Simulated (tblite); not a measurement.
# CH12As2Si3: the cost of one run

Computed with tblite 0.8.0 and PySCF 2.14.0, with density-fitted response routines of our own, on a single molecule in the gas phase. Atoms are numbered from 0 throughout.

## (1) The starting structure

18 atoms, charge 0, multiplicity 1; geometry from: force field or distance geometry start.

Bonds of the start (Å): C0–As1 1.99, As1–Si2 2.32, Si2–As3 2.32, As3–Si4 2.30, As3–Si5 2.33, C0–H6 1.11, C0–H7 1.10, C0–H8 1.11, As1–H9 1.56, Si2–H10 1.48, Si2–H11 1.47, Si4–H12 1.47, Si4–H13 1.48, Si4–H14 1.47, Si5–H15 1.47, Si5–H16 1.47, Si5–H17 1.47.

## (2) Geometry optimisation with GFN2-xTB

The job: settings as JSON, then the geometry in Å.

```
{"job": {"kind": "relax", "xc": "GFN2-xTB", "basis": "xTB"}, "charge": 0, "multiplicity": 1}
C      3.176100     0.089200     0.558100
As     2.258100     0.382500    -1.178100
Si     0.398500    -0.839500    -0.523500
As    -0.753400     0.336100     1.116100
Si    -1.516200     1.918700    -0.375200
Si    -2.660400    -0.976100     0.865900
H      2.644300     0.668300     1.347700
H      3.172500    -0.982300     0.822400
H      4.221000     0.442800     0.485800
H      2.938500    -0.874400    -1.810100
H     -0.483900    -1.041000    -1.696300
H      0.802100    -2.145900     0.003900
H     -0.408100     2.809400    -0.742800
H     -2.027600     1.259200    -1.593400
H     -2.592400     2.715300     0.243500
H     -2.417900    -2.303300     1.461700
H     -3.781300    -0.327900     1.561900
H     -2.978500    -1.124800    -0.559200
```

Launch:

```console
> OMP_NUM_THREADS=1 python probes_run.py task.json out
```

One launch serves the whole session: the jobs run in the order shown.

Q: Estimate the wall time and peak memory of this first job on 1 thread of Arm Neoverse V1, shared host.

About 1.2 s, with a peak of 0.18 GiB.
